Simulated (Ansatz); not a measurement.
# CH₄Ge: up Jacob's ladder to CCSD(T)

One table from this session's results is given with a row withheld; the runs are named, their logs left out.

Computed with Ansatz 0.2.0, Gaussian basis. Level: functionals in def2-TZVPP, the program's frozen cores in correlated methods.

Levels to be run: LDA (SPW92), PBE-D4, revPBE-D4, BLYP-D4, r2SCAN-D4, B97M-V, PBE0-D4, B3LYP-D4, r2SCANh-D4, r2SCAN0-D4, HSE06-D4, BHLYP-D4, CAM-B3LYP-D4, LC-ωPBE, ωB97X-V, ωB97M-V, B2PLYP, PBE-QIDH; CCSD(T)/def2-SVP; CCSD(T)/def2-TZVPP; CCSD(T)/def2-QZVPP; extrapolation to the limit; RPA on PBE.

**Structure used throughout**

The geometry comes from an earlier relaxation with PBE0-D4 in a triple-zeta def2 set; it is a stationary point.

SMILES `[CH3][GeH]`, 6 atoms, charge 0, spin multiplicity 1.

Atoms are counted from 1 here; the program's logs count them from 0.

Bond lengths: C1–Ge2 1.989 Å, C1–H3 1.096 Å, C1–H4 1.090 Å, C1–H5 1.095 Å, Ge2–H6 1.601 Å. Angles: Ge2–C1–H3 109.2°, Ge2–C1–H4 112.8°, Ge2–C1–H5 109.6°, H3–C1–H4 109.3°, H3–C1–H5 106.2°, H4–C1–H5 109.4°, C1–Ge2–H6 93.1°.

Set-up of the first run:

in.yaml reads:

```yaml
crystal:
  periodic: [false, false, false]
  atoms:
    - {symbol: C, position_ang: [-0.069976, -0.410590, -0.393963]}
    - {symbol: Ge, position_ang: [0.842014, 0.242547, 1.248910]}
    - {symbol: H, position_ang: [-1.152732, -0.422076, -0.225737]}
    - {symbol: H, position_ang: [0.258968, -1.405579, -0.693181]}
    - {symbol: H, position_ang: [0.104250, 0.293009, -1.215314]}
    - {symbol: H, position_ang: [0.059577, 1.638689, 1.232985]}
basis:
  gaussian: {orbitals: def2-TZVPP}
hamiltonian: {xc: lda}
output: {orbitals: {seedname: orbitals}}
```

Command:

```sh
$ ansatz run in.yaml --threads 2 --pin off --events-out ev --progress --plain --max-ram 32768MiB --backend cpu
```

Among the steps run: LDA; PBE-D4 (GGA); revPBE-D4 (GGA); BLYP-D4 (GGA); r2SCAN-D4 (meta-GGA); B97M-V (meta-GGA); PBE0-D4 (hybrid); B3LYP-D4 (hybrid); r2SCANh-D4 (hybrid); r2SCAN0-D4 (hybrid); HSE06-D4 (hybrid); BHLYP-D4 (hybrid); CAM-B3LYP-D4 (range-separated); LC-ωPBE (range-separated); ωB97X-V (range-separated); ωB97M-V (range-separated); B2PLYP (double hybrid); PBE-QIDH (double hybrid).

One table of the session follows, with a row left open; its other results are not shown here.

It belongs to the step «Orbital energies across the functionals». 

```
  functional  HOMO (eV)  LUMO (eV)  gap (eV)
 LDA (SPW92)          ?          ?         ?
      PBE-D4      -5.35      -3.40      1.95
   revPBE-D4      -5.31      -3.30      2.01
     BLYP-D4      -5.25      -3.33      1.92
   r2SCAN-D4      -5.60      -3.27      2.32
      B97M-V      -5.59      -3.26      2.33
     PBE0-D4      -6.38      -2.54      3.84
    B3LYP-D4      -6.23      -2.80      3.43
  r2SCANh-D4      -5.97      -2.95      3.02
  r2SCAN0-D4      -6.54      -2.47      4.07
    HSE06-D4      -5.98      -2.91      3.07
    BHLYP-D4      -7.31      -1.65      5.66
CAM-B3LYP-D4      -7.67      -1.49      6.17
     LC-ωPBE      -8.93      -0.28      8.65
     ωB97X-V      -8.61      -0.41      8.20
     ωB97M-V      -8.50      -0.54      7.96
```

**Question.** Estimate the row for LDA (SPW92).

As computed: HOMO (eV): -5.47; LUMO (eV): -3.65; gap (eV): 1.82. In the column «HOMO (eV)» it lies between B97M-V (-5.59) and PBE-D4 (-5.35).
